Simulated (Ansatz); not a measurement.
# TiAu: the cost of one run

Computed with Ansatz 0.2.0 through its Python package. The levels of theory stand in the script.

### Step 1. The structure

Symmetry: Pmma, No. 51, orthorhombic system. Conventional cell: a = 4.615 Å, b = 2.955 Å, c = 4.948 Å, α = 90.00°, β = 90.00°, γ = 90.00°. Around Ti (site symmetry mm2) lie 8 Au at 2.83 to 2.90 Å and 4 Ti at 2.91 to 2.96 Å. Around Au (site symmetry mm2) lie 8 Ti at 2.83 to 2.90 Å and 4 Au at 2.89 to 2.96 Å.

The script holds or builds the structure itself.

### Step 2. The code

File nc_paw.py:

```python
from dataclasses import dataclass

import ansatz as az
import numpy as np


@dataclass(frozen=True)
class RunConfig:
    mesh: tuple[int, ...] = (6, 9, 5)
    sigma: float = 0.1


cfg = RunConfig()


def count_gap(report):
    # lowest empty less highest filled band, counting bands; zero where they overlap
    return max(report.get("gap_by_band_count_ev") or 0.0, 0.0)

lattice = az.Lattice.of(
    [4.61507, 0.0, 0.0],
    [0.0, 2.95519, 0.0],
    [0.0, 0.0, 4.94751],
)
sites = [
    ("Ti", [0.25, 0.0, 0.82019]),
    ("Ti", [0.75, 0.0, 0.17981]),
    ("Au", [0.25, 0.5, 0.32411]),
    ("Au", [0.75, 0.5, 0.67589]),
]
cell = az.Crystal(lattice=lattice)
for symbol, position in sites:
    cell = cell.atom(symbol, position)

calc = (
    cell.calculation()
    .functional(az.Functional.PBESOL)
    .kpoints(mesh=cfg.mesh, center="gamma")
    .occupations(az.OccupationsMethod.FERMI_DIRAC, width=cfg.sigma)
    .stress()
    .forces()
    .band_table()
)
variants = {
    "PAW": calc.pseudopotentials("paw"),
    "norm-conserving": calc.pseudopotentials("nc"),
}
rows = []
for label, variant in variants.items():
    summary = variant.run().report
    levels = np.array(summary["eigenvalues_ev"][0]) - summary["fermi_energy_ev"]
    print(label, "levels at the first k-point near E_F:", np.round(levels[np.abs(levels) < 5], 3))
    rows.append((label, summary["n_electrons"], np.trace(summary["stress_gpa"]) / 3, float(np.abs(summary["forces_ev_ang"]).max()), count_gap(summary)))
print("     treatment  electrons in bands           P GPa  max force component eV/A  gap by band count eV")
for row in rows:
    print(f"{str(row[0]):>14s}  {row[1]:18.1f}  {row[2]:14.3f}  {row[3]:24.4f}  {row[4]:20.3f}")
```

### Step 3. The calls as engine input

The engine receives this input (first run):

```yaml
crystal:
  lattice:
    - [4.61507, 0.0, 0.0]
    - [0.0, 2.95519, 0.0]
    - [0.0, 0.0, 4.94751]
  atoms:
    - { symbol: Ti, position: [0.25, 0.0, 0.82019] }
    - { symbol: Ti, position: [0.75, 0.0, 0.17981] }
    - { symbol: Au, position: [0.25, 0.5, 0.32411] }
    - { symbol: Au, position: [0.75, 0.5, 0.67589] }
kpoints:
  mp_grid:
    grid: [6, 9, 5]
    shift: [0.0, 0.0, 0.0]
hamiltonian:
  xc: pbesol
  pseudopotentials:
    kind: paw
scf:
  occupations:
    method: fermi_dirac
    width: 0.1
output:
  forces: true
  stress: true
  eigenvalues: true
```

### Step 4. The run

Command:

```console
$ python nc_paw.py
```

**Question.** How long does this script take on 1 thread of Arm Neoverse V1, shared host, and how much memory does it need?

About 56 s, with a peak of 0.73 GiB.
